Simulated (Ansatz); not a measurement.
# CH₄FNOSi: one molecule under many settings

Aim: run CH₄FNOSi under a spread of inputs, and see what each costs and gives.

Computed with Ansatz 0.2.0, Gaussian basis. Level: the settings change from run to run.

## Step 1: The relaxed structure

An earlier PBE0-D4 in a triple-zeta def2 set relaxation fixed the geometry.

SMILES `FC1N[SiH2]O1`, 9 atoms, charge 0, spin multiplicity 1.

Atoms are counted from 1 here; the program's logs count them from 0.

Bond lengths: F1–C2 1.374 Å, C2–N3 1.433 Å, C2–O5 1.402 Å, C2–H6 1.094 Å, N3–Si4 1.720 Å, N3–H7 1.004 Å, Si4–O5 1.681 Å, Si4–H8 1.481 Å, Si4–H9 1.485 Å. Angles: F1–C2–N3 112.3°, F1–C2–O5 110.3°, F1–C2–H6 105.9°, N3–C2–O5 100.3°, N3–C2–H6 116.4°, O5–C2–H6 111.7°, C2–N3–Si4 88.5°, C2–N3–H7 120.7°, Si4–N3–H7 139.4°, N3–Si4–O5 79.6°, N3–Si4–H8 116.8°, N3–Si4–H9 119.4°, O5–Si4–H8 113.5°, O5–Si4–H9 115.8°, H8–Si4–H9 109.1°, C2–O5–Si4 91.1°.

## Step 2: LC-wPBE/def2-mTZVPP

Set apart from the defaults: multiplicity 3.

File in.yaml:

```yaml
crystal:
  periodic: [false, false, false]
  atoms:
    - {symbol: F, position_ang: [-0.120692, 2.017641, 0.407117]}
    - {symbol: C, position_ang: [0.130223, 0.957507, -0.429449]}
    - {symbol: N, position_ang: [0.918100, -0.058925, 0.202815]}
    - {symbol: Si, position_ang: [-0.465983, -1.079519, 0.182712]}
    - {symbol: O, position_ang: [-1.050301, 0.241841, -0.675766]}
    - {symbol: H, position_ang: [0.540639, 1.390254, -1.346992]}
    - {symbol: H, position_ang: [1.676041, 0.185952, 0.813352]}
    - {symbol: H, position_ang: [-0.373400, -2.315833, -0.626868]}
    - {symbol: H, position_ang: [-1.166028, -1.385216, 1.455981]}
basis:
  gaussian: {orbitals: def2-mTZVPP}
magnetization: {spin_polarized: true, initial_magnetization: 2}
hamiltonian: {xc: {name: LC-wPBE}}
output: {forces: true}
```

Started as:

```bash
ansatz run in.yaml --threads 2 --pin off --events-out ev --progress --plain --max-ram 4352MiB
```

Log (excerpt; [...] marks lines left out):

```text
Functional definition: LC-wPBE
  name "LC-wPBE"
  cite "Vydrov & Scuseria, J. Chem. Phys. 125, 234109 (2006) doi:10.1063/1.2409292"
  cite "Heyd & Scuseria, J. Chem. Phys. 120, 7274 (2004) doi:10.1063/1.1668634"
  cite "Ernzerhof & Perdew, J. Chem. Phys. 109, 3313 (1998) doi:10.1063/1.476928"
  cite "Perdew, Burke & Ernzerhof, Phys. Rev. Lett. 77, 3865 (1996) doi:10.1103/PhysRevLett.77.3865"
  parent pbe
[...]
1117 factors; their error is unknown
458 factors; integrals over basis functions are off by at most 1.3e-5 eV
[...]
mean field -15224.70114846 eV, -559.4974475328 hartree, gradient 7.2e-5 eV, S^2 2.009220; 2 other end points of the search recorded, 0 dependent functions left out
[...]
reference -15224.70114847 eV, -559.4974475331 hartree; 25, 23 occupied and 113, 115 virtual orbitals, 1117 factors
Total energy: -15224.70114847 eV, -559.4974475331 hartree
Atom 0 at    -0.120692     2.017641     0.407117 Å, force     0.473970    -0.332456     0.294250 eV/Å
Atom 1 at     0.130223     0.957507    -0.429449 Å, force    -1.666736     1.787232    -1.706982 eV/Å
Atom 2 at     0.918100    -0.058925     0.202815 Å, force     1.339656     2.877346     0.084674 eV/Å
Atom 3 at    -0.465983    -1.079519     0.182712 Å, force    -2.828831    -6.506891     1.184689 eV/Å
Atom 4 at    -1.050301     0.241841    -0.675766 Å, force     1.642803     1.732281     0.069501 eV/Å
Atom 5 at     0.540639     1.390254    -1.346992 Å, force     0.308425    -0.234789    -0.015529 eV/Å
Atom 6 at     1.676041     0.185952     0.813352 Å, force     0.665141    -0.092749     0.264792 eV/Å
Atom 7 at    -0.373400    -2.315833    -0.626868 Å, force     0.023204     0.284603    -0.137131 eV/Å
Atom 8 at    -1.166028    -1.385216     1.455981 Å, force     0.042368     0.485424    -0.038264 eV/Å
Dipole moment:     0.881471     0.474210    -0.060263 e Å
```

Run time: 13 s. Hardware: 2 threads of Arm Neoverse N1, shared host.

Largest force 7.193 eV/Å, dipole 4.82 D, ⟨S²⟩ 2.009.

## Step 3: r2SCANh/aug-pcseg-2

This run has unrestricted orbitals, density fitting with def2-universal-jkfit.

in.yaml, as its differences from that of step 2:

```diff
@@ -13,5 +13,5 @@
 basis:
-  gaussian: {orbitals: def2-mTZVPP}
-magnetization: {spin_polarized: true, initial_magnetization: 2}
-hamiltonian: {xc: {name: LC-wPBE}}
+  gaussian: {orbitals: aug-pcseg-2, fitting: {mean_field: def2-universal-jkfit}}
+magnetization: {spin_polarized: true, initial_magnetization: 0}
+hamiltonian: {xc: {name: r2SCANh}}
 output: {forces: true}
```

The command is unchanged.

Log (excerpt; [...] marks lines left out):

```text
Functional definition: r2SCANh
  name "r2SCANh"
  cite "Bursch, Neugebauer, Ehlert & Grimme, J. Chem. Phys. 156, 134105 (2022) doi:10.1063/5.0086040"
  cite "Furness, Kaplan, Ning, Perdew & Sun, J. Phys. Chem. Lett. 11, 8208 (2020) doi:10.1021/acs.jpclett.0c02405"
  cite "Furness, Kaplan, Ning, Perdew & Sun, J. Phys. Chem. Lett. 11, 9248 (2020) doi:10.1021/acs.jpclett.0c03077"
  parent r2scan
[...]
506 factors; integrals over basis functions are off by at most 1.2e0 eV
[...]
mean field -15233.41651936 eV, -559.8177315061 hartree, gradient 1.7e-5 eV, S^2 0.000000; 0 other end points of the search recorded, 0 dependent functions left out
[...]
reference -15233.41654526 eV, -559.8177324575 hartree; 24, 24 occupied and 302, 302 virtual orbitals, 506 factors
Total energy: -15233.41654526 eV, -559.8177324575 hartree
Atom 0 at    -0.120692     2.017641     0.407117 Å, force    -0.038979     0.114628     0.105282 eV/Å
Atom 1 at     0.130223     0.957507    -0.429449 Å, force     0.160763     0.005418    -0.226437 eV/Å
Atom 2 at     0.918100    -0.058925     0.202815 Å, force     0.076367    -0.083590     0.123784 eV/Å
Atom 3 at    -0.465983    -1.079519     0.182712 Å, force    -0.013822     0.014286    -0.032618 eV/Å
Atom 4 at    -1.050301     0.241841    -0.675766 Å, force    -0.104214    -0.099754     0.017117 eV/Å
Atom 5 at     0.540639     1.390254    -1.346992 Å, force    -0.049427    -0.032486     0.091917 eV/Å
Atom 6 at     1.676041     0.185952     0.813352 Å, force    -0.061182    -0.001113    -0.061439 eV/Å
Atom 7 at    -0.373400    -2.315833    -0.626868 Å, force    -0.004053     0.062390     0.040642 eV/Å
Atom 8 at    -1.166028    -1.385216     1.455981 Å, force     0.034547     0.020220    -0.058247 eV/Å
Dipole moment:     0.334968    -0.351194     0.113477 e Å
```

Wall time 45 s (2 threads of Arm Neoverse N1, shared host); peak memory 0.72 GiB.

Largest force 0.278 eV/Å, dipole 2.39 D, ⟨S²⟩ 0.000.

## Step 4: r2SCANh/cc-pVTZ

This run has high accuracy.

in.yaml, as its differences from that of step 3:

```diff
@@ -13,5 +13,4 @@
 basis:
-  gaussian: {orbitals: aug-pcseg-2, fitting: {mean_field: def2-universal-jkfit}}
-magnetization: {spin_polarized: true, initial_magnetization: 0}
+  gaussian: {orbitals: cc-pVTZ}
 hamiltonian: {xc: {name: r2SCANh}}
-output: {forces: true}
+accuracy: high
```

Launched as before.

Log (excerpt; [...] marks lines left out):

```text
Functional definition: r2SCANh
  name "r2SCANh"
  cite "Bursch, Neugebauer, Ehlert & Grimme, J. Chem. Phys. 156, 134105 (2022) doi:10.1063/5.0086040"
  cite "Furness, Kaplan, Ning, Perdew & Sun, J. Phys. Chem. Lett. 11, 8208 (2020) doi:10.1021/acs.jpclett.0c02405"
  cite "Furness, Kaplan, Ning, Perdew & Sun, J. Phys. Chem. Lett. 11, 9248 (2020) doi:10.1021/acs.jpclett.0c03077"
  parent r2scan
[...]
3758 factors; integrals over basis functions are off by at most 3.3e-9 eV
[...]
mean field -15233.01046076 eV, -559.8028091275 hartree, gradient 4.5e-8 eV, S^2 0.000000; 0 other end points of the search recorded, 0 dependent functions left out
reference -15233.01046153 eV, -559.8028091560 hartree; 24, 24 occupied and 186, 186 virtual orbitals, 3758 factors
Total energy: -15233.01046153 eV, -559.8028091560 hartree
```

Wall time 46 s (2 threads of Arm Neoverse N1, shared host); peak memory 1.3 GiB.

## Step 5: RPA/cc-pVTZ-DK

Options: charge -1, multiplicity 2, atoms shaken by 0.03 Å, a point charge of -1.00 e beside it.

File in.yaml:

```yaml
crystal:
  periodic: [false, false, false]
  atoms:
    - {symbol: F, position_ang: [-0.148229, 2.025901, 0.419798]}
    - {symbol: C, position_ang: [0.129503, 0.992154, -0.454344]}
    - {symbol: N, position_ang: [0.934568, -0.067472, 0.228955]}
    - {symbol: Si, position_ang: [-0.471456, -1.092500, 0.128489]}
    - {symbol: O, position_ang: [-1.100179, 0.221796, -0.658656]}
    - {symbol: H, position_ang: [0.519225, 1.380698, -1.360125]}
    - {symbol: H, position_ang: [1.606529, 0.190790, 0.822588]}
    - {symbol: H, position_ang: [-0.381597, -2.334741, -0.613126]}
    - {symbol: H, position_ang: [-1.156740, -1.382089, 1.457787]}
basis:
  gaussian: {orbitals: cc-pVTZ-DK, point_charges: [{charge: -1.00, position_ang: [5.699, -0.537, -0.667]}]}
total_charge: -1
magnetization: {spin_polarized: true, initial_magnetization: 1}
hamiltonian: {xc: {name: HF}}
correlation: {method: rpa}
```

Launched as before.

Log:

```text
Functional definition: HF
  name "HF"
  cite "Fock, Z. Phys. 61, 126 (1930) doi:10.1007/BF01340294"
  parent pbe
  exchange = exact_x
  correlation = 0
1242 factors; integrals over basis functions are off by at most 9.3e-4 eV
mean field evaluation 1: about -15197.2383 eV, gradient 2.9e1 eV
mean field evaluation 2: about -15197.2574 eV, gradient 2.9e1 eV
mean field evaluation 4: about -15201.2318 eV, gradient 3.0e0 eV
mean field evaluation 8: about -15201.3135 eV, gradient 1.7e-1 eV
mean field evaluation 16: about -15201.1807 eV, gradient 2.3e0 eV
mean field -15201.31417054 eV, -558.6379919465 hartree, gradient 2.0e-6 eV, S^2 0.760381; 2 other end points of the search recorded, 0 dependent functions left out
9 core orbitals not correlated: weight in the atoms' cores, before any rotation towards them, 1.000 or more for the frozen orbitals, at most 0.000 for the correlated occupied ones
reference -15201.31417054 eV, -558.6379919465 hartree; 16, 15 occupied and 185, 186 virtual orbitals, 1242 factors
Total energy: -15232.83082206 eV, -559.7962075270 hartree
Relativity: scalar
```

Wall time 17 s (2 threads of Arm Neoverse N1, shared host); peak memory 0.52 GiB.

⟨S²⟩ 0.760.

## Step 6: r2SCANh/ANO-RCC-VTZP

This run has D4 dispersion, high accuracy.

File in.yaml:

```yaml
crystal:
  periodic: [false, false, false]
  atoms:
    - {symbol: F, position_ang: [-0.120692, 2.017641, 0.407117]}
    - {symbol: C, position_ang: [0.130223, 0.957507, -0.429449]}
    - {symbol: N, position_ang: [0.918100, -0.058925, 0.202815]}
    - {symbol: Si, position_ang: [-0.465983, -1.079519, 0.182712]}
    - {symbol: O, position_ang: [-1.050301, 0.241841, -0.675766]}
    - {symbol: H, position_ang: [0.540639, 1.390254, -1.346992]}
    - {symbol: H, position_ang: [1.676041, 0.185952, 0.813352]}
    - {symbol: H, position_ang: [-0.373400, -2.315833, -0.626868]}
    - {symbol: H, position_ang: [-1.166028, -1.385216, 1.455981]}
basis:
  gaussian: {orbitals: ANO-RCC-VTZP}
hamiltonian: {xc: {name: r2SCANh}, dispersion: d4}
accuracy: high
```

The command is unchanged.

Log (excerpt; [...] marks lines left out):

```text
Functional definition: r2SCANh
  name "r2SCANh"
  cite "Bursch, Neugebauer, Ehlert & Grimme, J. Chem. Phys. 156, 134105 (2022) doi:10.1063/5.0086040"
  cite "Furness, Kaplan, Ning, Perdew & Sun, J. Phys. Chem. Lett. 11, 8208 (2020) doi:10.1021/acs.jpclett.0c02405"
  cite "Furness, Kaplan, Ning, Perdew & Sun, J. Phys. Chem. Lett. 11, 9248 (2020) doi:10.1021/acs.jpclett.0c03077"
  parent r2scan
[...]
4051 factors; integrals over basis functions are off by at most 3.3e-9 eV
[...]
mean field -15255.24670870 eV, -560.6199761672 hartree, gradient 4.7e-8 eV, S^2 0.000000; 0 other end points of the search recorded, 0 dependent functions left out
reference -15255.24671049 eV, -560.6199762328 hartree; 24, 24 occupied and 186, 186 virtual orbitals, 4051 factors
Total energy: -15255.29059143 eV, -560.6215888278 hartree
Relativity: scalar
```

Run time: 3.4 min. Hardware: 2 threads of Arm Neoverse N1, shared host; peak memory 1.5 GiB.

## Step 7: B97/cc-pVTZ-DK

Set apart from the defaults: charge -1, multiplicity 2, the search for lower states set to off.

in.yaml, as its differences from that of step 6:

```diff
@@ -13,4 +13,6 @@
 basis:
-  gaussian: {orbitals: ANO-RCC-VTZP}
-hamiltonian: {xc: {name: r2SCANh}, dispersion: d4}
-accuracy: high
+  gaussian: {orbitals: cc-pVTZ-DK}
+total_charge: -1
+magnetization: {spin_polarized: true, initial_magnetization: 1}
+hamiltonian: {xc: {name: B97}}
+scf: {lower_state_search: off}
```

Same command.

Log (excerpt; [...] marks lines left out):

```text
Functional definition: B97
  name "B97"
  cite "Becke, J. Chem. Phys. 107, 8554 (1997) doi:10.1063/1.475007"
[...]
      + integral(e_c_pw_opposite_spin*poly(b97_u_opposite, cos0, cos1, cos2))
[...]
1181 factors; their error is unknown
[...]
mean field -15254.04623844 eV, -560.5758596987 hartree, gradient 2.5e-6 eV, S^2 0.752272; 0 other end points of the search recorded, 0 dependent functions left out
reference -15254.04627161 eV, -560.5758609176 hartree; 25, 24 occupied and 185, 186 virtual orbitals, 1181 factors
Total energy: -15254.04627161 eV, -560.5758609176 hartree
Relativity: scalar
Checks for a lower state left out: stability, starts, cluster_reference, orbital_swaps, neighbouring_geometries, increment
```

Wall time 18 s (2 threads of Arm Neoverse N1, shared host); peak memory 0.59 GiB.

⟨S²⟩ 0.752.

## Step 8: revPBE0/pcseg-2

This run has unrestricted orbitals.

in.yaml, as its differences from that of step 7:

```diff
@@ -13,6 +13,5 @@
 basis:
-  gaussian: {orbitals: cc-pVTZ-DK}
-total_charge: -1
-magnetization: {spin_polarized: true, initial_magnetization: 1}
-hamiltonian: {xc: {name: B97}}
-scf: {lower_state_search: off}
+  gaussian: {orbitals: pcseg-2}
+magnetization: {spin_polarized: true, initial_magnetization: 0}
+hamiltonian: {xc: {name: revPBE0}}
+output: {forces: true}
```

The command is unchanged.

Log (excerpt; [...] marks lines left out):

```text
Functional definition: revPBE0
  name "revPBE0"
  cite "Zhang & Yang, Phys. Rev. Lett. 80, 890 (1998) doi:10.1103/PhysRevLett.80.890"
  cite "Adamo & Barone, J. Chem. Phys. 110, 6158 (1999) doi:10.1063/1.478522"
  cite "Perdew, Burke & Ernzerhof, Phys. Rev. Lett. 77, 3865 (1996) doi:10.1103/PhysRevLett.77.3865"
[...]
1124 factors; their error is unknown
[...]
mean field -15232.89139143 eV, -559.7984334104 hartree, gradient 1.3e-5 eV, S^2 0.000000; 0 other end points of the search recorded, 0 dependent functions left out
[...]
reference -15232.89143682 eV, -559.7984350784 hartree; 24, 24 occupied and 186, 186 virtual orbitals, 1124 factors
Total energy: -15232.89143682 eV, -559.7984350784 hartree
Atom 0 at    -0.120692     2.017641     0.407117 Å, force    -0.026989     0.184616     0.104708 eV/Å
Atom 1 at     0.130223     0.957507    -0.429449 Å, force     0.058387     0.068497    -0.152550 eV/Å
Atom 2 at     0.918100    -0.058925     0.202815 Å, force     0.182608    -0.076715     0.101775 eV/Å
Atom 3 at    -0.465983    -1.079519     0.182712 Å, force    -0.042901    -0.093360     0.005050 eV/Å
Atom 4 at    -1.050301     0.241841    -0.675766 Å, force    -0.148194    -0.024793    -0.077466 eV/Å
Atom 5 at     0.540639     1.390254    -1.346992 Å, force    -0.011668    -0.018582     0.028073 eV/Å
Atom 6 at     1.676041     0.185952     0.813352 Å, force    -0.010347    -0.007543    -0.024714 eV/Å
Atom 7 at    -0.373400    -2.315833    -0.626868 Å, force     0.000708    -0.021337     0.002191 eV/Å
Atom 8 at    -1.166028    -1.385216     1.455981 Å, force    -0.001603    -0.010782     0.012935 eV/Å
Dipole moment:     0.341197    -0.364162     0.119861 e Å
```

It took 15 s on 2 threads of Arm Neoverse N1, shared host; peak memory 0.58 GiB.

Largest force 0.223 eV/Å, dipole 2.47 D, ⟨S²⟩ 0.000.

## Step 9: B3LYP5/6-31G*

in.yaml, as its differences from that of step 8:

```diff
@@ -13,5 +13,3 @@
 basis:
-  gaussian: {orbitals: pcseg-2}
-magnetization: {spin_polarized: true, initial_magnetization: 0}
-hamiltonian: {xc: {name: revPBE0}}
-output: {forces: true}
+  gaussian: {orbitals: "6-31G*"}
+hamiltonian: {xc: {name: B3LYP5}}
```

The command is unchanged.

Log (excerpt; [...] marks lines left out):

```text
Functional definition: B3LYP5
  name "B3LYP5"
  cite "Stephens, Devlin, Chabalowski & Frisch, J. Phys. Chem. 98, 11623 (1994) doi:10.1021/j100096a001"
  cite "Becke, Phys. Rev. A 38, 3098 (1988) doi:10.1103/PhysRevA.38.3098"
  cite "Lee, Yang & Parr, Phys. Rev. B 37, 785 (1988) doi:10.1103/PhysRevB.37.785"
  cite "Vosko, Wilk & Nusair, Can. J. Phys. 58, 1200 (1980) doi:10.1139/p80-159"
[...]
830 factors; integrals over basis functions are off by at most 8.7e-4 eV
[...]
mean field -15229.16914396 eV, -559.6616433391 hartree, gradient 3.2e-5 eV, S^2 0.000000; 0 other end points of the search recorded, 0 dependent functions left out
reference -15229.16934938 eV, -559.6616508881 hartree; 24, 24 occupied and 63, 63 virtual orbitals, 830 factors
Total energy: -15229.16934938 eV, -559.6616508881 hartree
```

Run time: 2.6 s. Hardware: 2 threads of Arm Neoverse N1, shared host.

## Step 10: All runs side by side

```
               level  charge  multiplicity              geometry  functions  energy (eV)     time
 LC-wPBE/def2-mTZVPP       0             3               relaxed        138   -15224.701     13 s
 r2SCANh/aug-pcseg-2       0             1               relaxed        326   -15233.417     45 s
     r2SCANh/cc-pVTZ       0             1               relaxed        210   -15233.010     46 s
      RPA/cc-pVTZ-DK      -1             2  shaken, point charge        210   -15232.831     17 s
r2SCANh/ANO-RCC-VTZP       0             1               relaxed        210   -15255.291  3.4 min
      B97/cc-pVTZ-DK      -1             2               relaxed        210   -15254.046     18 s
     revPBE0/pcseg-2       0             1               relaxed        210   -15232.891     15 s
       B3LYP5/6-31G*       0             1               relaxed         87   -15229.169    2.6 s
```

## Step 11: What came out

```
                                         quantity                          value
                                             runs                              8
                                         quickest           B3LYP5/6-31G*, 2.6 s
                                          slowest  r2SCANh/ANO-RCC-VTZP, 3.4 min
spread of total energies, same state and geometry                        26.1 eV
                  dipole, same state and geometry                 2.39 to 2.47 D
```

**Reading.** Run time spans a factor of 80, from B3LYP5/6-31G* to r2SCANh/ANO-RCC-VTZP. The jobs differ in tasks and options as well as level. The totals spread over 26 eV; they can't be compared across methods or bases. Some of these runs are scalar-relativistic and others not, which shifts the totals of all-electron atoms past neon by eV; core potentials, where a basis has them, take the core out of the total altogether. At the PBE0-D4/def2-TZVP geometry and in the same state, runs without warnings or point charges leave forces up to 0.28 eV/Å (r2SCANh/aug-pcseg-2).
